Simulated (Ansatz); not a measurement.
# Cd2P3: one candidate structure

Aim: relax Cd2P3 from this start, corundum type (R-3c, No. 167), and see where it ends.

Computed with Ansatz 0.2.0 (DFT PBE, scalar-relativistic, plane waves, PAW, unless a step's input says otherwise).

## (1) The structure to begin with

The structure is trigonal, space group R-3c (No. 167). The conventional cell has a = 6.356 Å, b = 6.356 Å, c = 17.354 Å, α = 90.00°, β = 90.00°, γ = 120.00°. Cd (site symmetry 3) is surrounded by 6 P at 2.48 to 2.63 Å. P (site symmetry 2) has 4 Cd at 2.48 to 2.63 Å as nearest neighbours.

Structure file:

```xyz
10
Lattice="3.1782 1.8349 5.7848 -3.1782 1.8349 5.7848 0.0000 -3.6699 5.7848" Properties=species:S:1:pos:R:3 pbc="T T T"
Cd    0.0000    0.0000   14.7891
Cd    0.0000    0.0000   11.2426
Cd    0.0000    0.0000    2.5653
Cd    0.0000    0.0000    6.1119
P    -1.2316   -1.8349    7.2310
P     2.2049   -0.1491    7.2310
P    -0.9733    1.9840    7.2310
P     1.2316    1.8349   10.1235
P    -2.2049    0.1491   10.1235
P     0.9733   -1.9840   10.1235
```

(A quick probe on a coarse mesh, which set the mesh and smearing, is not shown.)

## (3) Coarse relaxation

input.yaml

```yaml
crystal:
  lattice:
    - [3.1782155361, 1.8349435953, 5.7848295502]
    - [-3.1782155361, 1.8349435953, 5.7848295502]
    - [0.0, -3.6698871907, 5.7848295502]
  atoms:
    - { symbol: Cd, position: [0.85218, 0.85218, 0.85218] }
    - { symbol: Cd, position: [0.64782, 0.64782, 0.64782] }
    - { symbol: Cd, position: [0.14782, 0.14782, 0.14782] }
    - { symbol: Cd, position: [0.35218, 0.35218, 0.35218] }
    - { symbol: P, position: [0.05625, 0.44375, 0.75] }
    - { symbol: P, position: [0.75, 0.05625, 0.44375] }
    - { symbol: P, position: [0.44375, 0.75, 0.05625] }
    - { symbol: P, position: [0.94375, 0.55625, 0.25] }
    - { symbol: P, position: [0.25, 0.94375, 0.55625] }
    - { symbol: P, position: [0.55625, 0.25, 0.94375] }
basis:
  ecutwfc: 420
kpoints:
  mp_grid: { grid: [3, 3, 3] }
hamiltonian:
  xc: pbe
scf:
  occupations: { method: gaussian, width: 0.1 }
  lower_state_search: "off"
output:
  forces: true
  stress: true
  eigenvalues: true
relax:
  adjacent_minimum: "off"
  f_tol: 0.04
  max_steps: 70
  cell: { stress_tol: 0.4 }
```

The run is started by

```bash
$ ansatz run input.yaml --threads 1 --pin off --max-ram 2560MiB --backend cpu --events-out ev --progress --plain --runs-dir out
```

Further runs follow: full relaxation.

Before running it: what results should come out?

As calculated:

Formation energies count from the elements, computed with the same settings in runs not shown here.

```
                          quantity                                                                        value
               cell (conventional)  a = 6.907 Å, b = 6.907 Å, c = 15.728 Å, α = 90.00°, β = 90.00°, γ = 120.00°
                       space group                                                               R-3c (No. 167)
                            volume                                                                21.66 Å³/atom
                   gap on the mesh                                                                 none (metal)
formation energy from the elements                                                               +0.385 eV/atom
```

**Reading.** The space group stayed R-3c, and from the first guess the volume went from 20.24 to 21.66 Å³/atom. The formation energy of +0.39 eV/atom is positive, so the elements lie lower than this structure; another structure of the compound can lie lower.
